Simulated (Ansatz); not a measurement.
# NiS2: the cost of one run

Computed with Ansatz 0.2.0 (DFT PBEsol+U, scalar-relativistic, plane waves, PAW, unless a step's input says otherwise).

**1. The system as given**

The structure is cubic, space group Pa-3 (No. 205). The conventional cell has a = 5.689 Å, b = 5.689 Å, c = 5.689 Å, α = 90.00°, β = 90.00°, γ = 90.00°. Around Ni (site symmetry -3) lie 6 S at 2.40 Å. Around S (site symmetry 3) lie 1 S at 2.06 Å and 3 Ni at 2.40 Å.

Structure file:

```cif
data_structure
_symmetry_space_group_name_H-M 'P 1'
_symmetry_Int_Tables_number 1
_cell_length_a 5.6893
_cell_length_b 5.6893
_cell_length_c 5.6893
_cell_angle_alpha 90.000
_cell_angle_beta 90.000
_cell_angle_gamma 90.000
_cell_volume 184.15
loop_
_atom_site_label
_atom_site_type_symbol
_atom_site_fract_x
_atom_site_fract_y
_atom_site_fract_z
_atom_site_occupancy
Ni1 Ni 0.00000 0.00000 0.00000 1
Ni2 Ni 0.50000 0.00000 0.50000 1
Ni3 Ni 0.50000 0.50000 0.00000 1
Ni4 Ni 0.00000 0.50000 0.50000 1
S1 S 0.39550 0.39550 0.39550 1
S2 S 0.10450 0.60450 0.89550 1
S3 S 0.89550 0.10450 0.60450 1
S4 S 0.60450 0.89550 0.10450 1
S5 S 0.60450 0.60450 0.60450 1
S6 S 0.89550 0.39550 0.10450 1
S7 S 0.10450 0.89550 0.39550 1
S8 S 0.39550 0.10450 0.89550 1
```

The structure rests on an entry of the Crystallography Open Database; cell or positions may have been set otherwise for this series.

**2. Single point: NiS2, moments +−+−**

Contents of input.yaml:

```yaml
crystal:
  lattice:
    - [5.6893, 0.0, 0.0]
    - [0.0, 5.6893, 0.0]
    - [0.0, 0.0, 5.6893]
  atoms:
    - { symbol: Ni, position: [0.0, 0.0, 0.0], spin: 1.5 }
    - { symbol: Ni, position: [0.5, 0.0, 0.5], spin: -1.5 }
    - { symbol: Ni, position: [0.5, 0.5, 0.0], spin: 1.5 }
    - { symbol: Ni, position: [0.0, 0.5, 0.5], spin: -1.5 }
    - { symbol: S, position: [0.3955, 0.3955, 0.3955] }
    - { symbol: S, position: [0.1045, 0.6045, 0.8955] }
    - { symbol: S, position: [0.8955, 0.1045, 0.6045] }
    - { symbol: S, position: [0.6045, 0.8955, 0.1045] }
    - { symbol: S, position: [0.6045, 0.6045, 0.6045] }
    - { symbol: S, position: [0.8955, 0.3955, 0.1045] }
    - { symbol: S, position: [0.1045, 0.8955, 0.3955] }
    - { symbol: S, position: [0.3955, 0.1045, 0.8955] }
magnetization:
  spin_polarized: true
scf:
  occupations: { method: gaussian, width: 0.02 }
output:
  forces: true
  stress: true
  populations: true
  write_density: true
  write_potential: true
  elf: true
  volumetric_format: npy
hamiltonian:
  hubbard: { sites: [{ species: Ni, l: d, u_eff: 6.0 }] }
  xc: pbesol
kpoints:
  mp_grid: { grid: [6, 6, 6] }
```

The run is started by

```bash
$ ansatz run input.yaml --threads 2 --pin off --max-ram 6144MiB --backend cpu --events-out ev --progress --plain --runs-dir out
```

**Question.** How long does this run take on 2 threads of Arm Neoverse V1, shared host, and how much memory does it need?

About 4 min, with a peak of 1.9 GiB.
